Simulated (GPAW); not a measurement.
**Zn3H in GPAW: the effect of functional**

Crystal: Zn3H.

```xyz
4
Lattice="0.0000 2.9966 2.9966 2.9966 0.0000 2.9966 2.9966 2.9966 0.0000" Properties=species:S:1:pos:R:3 pbc="T T T"
Zn    2.9966    2.9966    2.9966
Zn    1.4983    1.4983    1.4983
Zn    4.4949    4.4949    4.4949
H     0.0000    0.0000    0.0000
```

The cell was built by a generator and needn't be a form met in nature.

Alike in all runs:

```yaml
Program: GPAW 26.7.0
Task: band structure
Cutoff: 600 eV
Basis: pw
k_mesh: 6 × 6 × 6
Occupations: fermi-dirac, width 0.05 eV
Spin: no spin polarisation
```

Q: One run gave: pressure -7.7 GPa. Which functional did it use?
A. revPBE
B. r2SCAN
C. RPBE
D. PBEsol
E. LDA

A: E.

```csv
functional,potentials or basis,pressure (GPa)
LDA,the program's PAW data sets (release 1.2.1) made for this functional,-7.7
PBEsol,PAW data sets generated in the run's folder for this functional,-4.7
RPBE,the program's PAW data sets (release 1.2.1) made for this functional,2.6
revPBE,the program's PAW data sets (release 1.2.1) made for this functional,1.8
BLYP,PAW data sets generated in the run's folder for this functional,4.9
r2SCAN,GPAW PAW data sets (gpaw-data 1.2.1),-3.2
```

Caveats: the PAW data sets were made with another functional, which shifts forces and pressure a little (some runs).

Runs at the PBE level aren't shown here.
